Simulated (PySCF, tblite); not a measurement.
# C4H3BrFO radical: geometry, infrared bands and EPR parameters

Aim: predict the infrared bands and EPR parameters of C4H3BrFO radical (`F/[C]=C\O/C=C\Br`).

The runs use tblite 0.8.0 and PySCF 2.14.0, with density-fitted response routines of our own; the level of theory stands in each step. All values are computed, except where a source is named. Atoms count from 0, in the outputs and in this text.

### 1 The starting structure

10 atoms, charge 0, multiplicity 2; geometry from: force field or distance geometry start.

Bonds of the start (Å): F0–C1 1.36, C1–C2 1.28, C2–O3 1.38, O3–C4 1.37, C4–C5 1.34, C5–Br6 1.85, C2–H7 1.08, C4–H8 1.07, C5–H9 1.08.

### 2 Geometry optimisation with GFN2-xTB

What the job is given:

```
{"job": {"kind": "relax", "xc": "GFN2-xTB", "basis": "xTB"}, "charge": 0, "multiplicity": 2}
F      3.808000    -0.311600     0.108600
C      2.510300     0.009400     0.335400
C      1.287900     0.307200     0.581200
O      0.338800    -0.156400    -0.300400
C     -0.983400     0.135400    -0.074200
C     -1.972200    -0.284300    -0.882300
Br    -1.757000    -1.329100    -2.398100
H      0.960400     0.916700     1.414200
H     -1.178300     0.745100     0.788400
H     -3.005500    -0.027800    -0.678900
```

Command:

```bash
$ OMP_NUM_THREADS=1 python probes_run.py task.json out
```

One launch serves the whole session: the jobs run in the order shown.

**Question.** This job is followed by: GFN2-xTB harmonic vibrations, gas phase; UKS B3LYP, def2-TZVP-core on Br, pcH-1 on C F H O, non-relativistic, mean-field spin-orbit, GIAO. What will the session give for the following? strongest single infrared mode (GFN2-xTB); zero-point energy (GFN2-xTB); g(iso) (B3LYP); ⟨S²⟩; largest a(iso); surface potential, 1st and 99th percentile.

**Answer**, as computed:

```
                                 quantity                  value
strongest single infrared mode (GFN2-xTB)  1051 cm⁻¹, 329 km/mol
             zero-point energy (GFN2-xTB)          35.8 kcal/mol
                           g(iso) (B3LYP)                2.00324
                                     ⟨S²⟩     0.759 (exact 0.75)
                           largest a(iso)   13C on C1, 569.2 MHz
    surface potential, 1st and 99th percentile     -0.96 V and 1.72 V
```

**Reading.** The optimisation took 80 steps and gained 0.497 eV; among the close pairs (by a distance rule), F0–C1 changed most, from 1.356 to 1.316 Å. All 24 modes are real, so the xTB geometry is a minimum. The strongest single mode, at 1051 cm⁻¹, is carried by F0, C1, C2, H7. Unscaled tight-binding wavenumbers are off by several per cent, some by more. Its intensities can rank the bands wrongly. C1 carries the largest spin population, 0.95 e. The isotropic g lies 0.9 ppt above the free-electron value. The hyperfine terms hold no scalar relativity, which the heavier nuclei need.
